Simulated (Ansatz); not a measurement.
Run this with Ansatz 0.2.0, Python API and show what comes out.

Script `ch7fsi2.py`:
```python
# -*- coding: utf-8 -*-
'''Vertical spin-state energies of CH7FSi2.'''

import ansatz as az
from ase import Atoms

atoms = Atoms(['F', 'C', 'Si', 'Si', 'H', 'H', 'H', 'H', 'H', 'H', 'H'], positions=[
    (-0.0054, 1.8395, -0.4792),
    (-0.5104, 0.6232, -0.2161),
    (-0.0456, 0.1513, 1.4756),
    (0.3487, -0.5678, -1.3656),
    (-1.5921, 0.6356, -0.3468),
    (-0.6031, 1.0955, 2.4873),
    (1.488, 0.1581, 1.6946),
    (-0.4784, -1.1884, 1.8337),
    (-0.0684, -0.2473, -2.7313),
    (-0.2168, -1.9589, -1.091),
    (1.7488, -0.5977, -1.2405),
])
molecule = az.Crystal.molecule_from_ase(atoms)

setup = molecule.calculation().basis(gaussian='pcseg-2').functional('HF')
found = {}
for unpaired in [0, 2]:
    data = setup.spin('collinear', total=unpaired).run().report
    s = unpaired / 2
    found[unpaired] = data['free_energy_ev']
    print(f'2S+1 = {unpaired + 1}: E = {found[unpaired]:.5f} eV, <S^2> = {abs(data["mean_field"]["state"]["spin_squared"]):.3f} (pure state {s * (s + 1):.2f})')
lowest = min(found, key=found.get)
for unpaired, e in found.items():
    print(f'multiplicity {unpaired + 1}: {(e - found[lowest]):.3f} eV above the lowest')
```

Output of `python ch7fsi2.py`:
```text
2S+1 = 1: E = -19572.47403 eV, <S^2> = 0.000 (pure state 0.00)
2S+1 = 3: E = -19565.29035 eV, <S^2> = 2.018 (pure state 2.00)
multiplicity 1: 0.000 eV above the lowest
multiplicity 3: 7.184 eV above the lowest
```

In order: multiplicity 1 (+0.00 eV) and multiplicity 3 (+7.18 eV), all at the one geometry.

Total energies depend on the basis set; only differences at equal settings carry meaning. The geometry is a force-field or estimated start, not a minimum of this method, and the basis set is short of its limit. All parts are taken at fixed geometry, without zero-point energy. Hartree-Fock leaves correlation out, so it favours high-spin states too much. It ran for 100 s on 1 thread of Intel(R) Xeon(R) Processor @ 2.30GHz, with other jobs on the host, peak memory 0.98 GiB.
